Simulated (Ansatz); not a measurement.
Crystal: TiTeS.

```
Te Ti S
1.0
     3.60350    0.00000    0.00000
    -1.80175    3.12072    0.00000
     0.00000    0.00000    6.52559
Te Ti S
1 1 1
Direct
  0.00000 0.00000 0.74701
  0.33333 0.66667 0.03327
  0.66667 0.33333 0.21972
```

The cell comes from a database or a generator and needn't be the stable form of this composition.

| Property | Result |
| --- | --- |
| Program | Ansatz 0.2.0 |
| Task | relaxation of cell and atoms |
| Functional | revPBE |
| Potentials or basis | Ansatz PAW |
| Cutoff | 420 eV (not typed: the program's choice for these potentials) |
| k mesh | 9 × 9 × 4 |
| Occupations | fermi-dirac, width 0.05 eV |
| Spin | no spin polarisation |

At the start: volume 24.46 Å³/atom.

Q: Where does the relaxation end?

A: It ends after 20 steps and the volume is 33.61 Å³/atom (+37.4 %); space group P3m1 (No. 156, to 0.05 Å).

Step by step:
| step | energy change (eV) | largest force (eV/Å) | volume (Å³) |
| --- | --- | --- | --- |
| 1 | 0.0000 | 0.2135 | 73.38 |
| 2 | -0.0317 | 0.1808 | 78.21 |
| 3 | -0.0497 | 0.0442 | 81.99 |
| 4 | -0.0588 | 0.0128 | 84.39 |
| 5 | -0.0590 | 0.0199 | 85.20 |
| 6 | -0.0590 | 0.0058 | 85.09 |
| 7 | -0.0662 | 0.0055 | 85.09 |
| 8 | -0.0707 | 0.0047 | 87.13 |
| 9 | -0.0755 | 0.0380 | 90.83 |
| 10 | -0.0766 | 0.0093 | 92.40 |
| 11 | -0.0764 | 0.0348 | 94.78 |
| 12 | -0.0767 | 0.0178 | 94.00 |
| 13 | -0.0768 | 0.0002 | 94.00 |
| 14 | -0.0789 | 0.0002 | 94.00 |
| 15 | -0.0795 | 0.0024 | 95.33 |
| 16 | -0.0801 | 0.0382 | 99.06 |
| 17 | -0.0801 | 0.0103 | 100.50 |
| 18 | -0.0801 | 0.0028 | 100.68 |
| 19 | -0.0801 | 0.0009 | 100.83 |
| 20 | -0.0808 | 0.0007 | 100.83 |

Final structure:
```
Te Ti S
1.0
     3.63005    0.00000    0.00000
    -1.81503    3.14372    0.00000
     0.00000    0.00000    8.83563
Te Ti S
1 1 1
Direct
  0.00000 0.00000 0.81101
  0.33333 0.66667 0.02589
  0.66667 0.33333 0.16310
```

Caveat: the volume moved by over 15 % at a fixed basis, so the end points are rough; the plane-wave basis is chosen anew once the cell has moved, so the energies of steps on either side of that aren't comparable; this functional lacks dispersion, which binds the layers, so the pressure and a relaxed spacing across them are unreliable, and here the layers came unbound; the PAW data sets come from PBE, with cores solved anew for the run's functional, which leaves a small shift of forces and pressure.
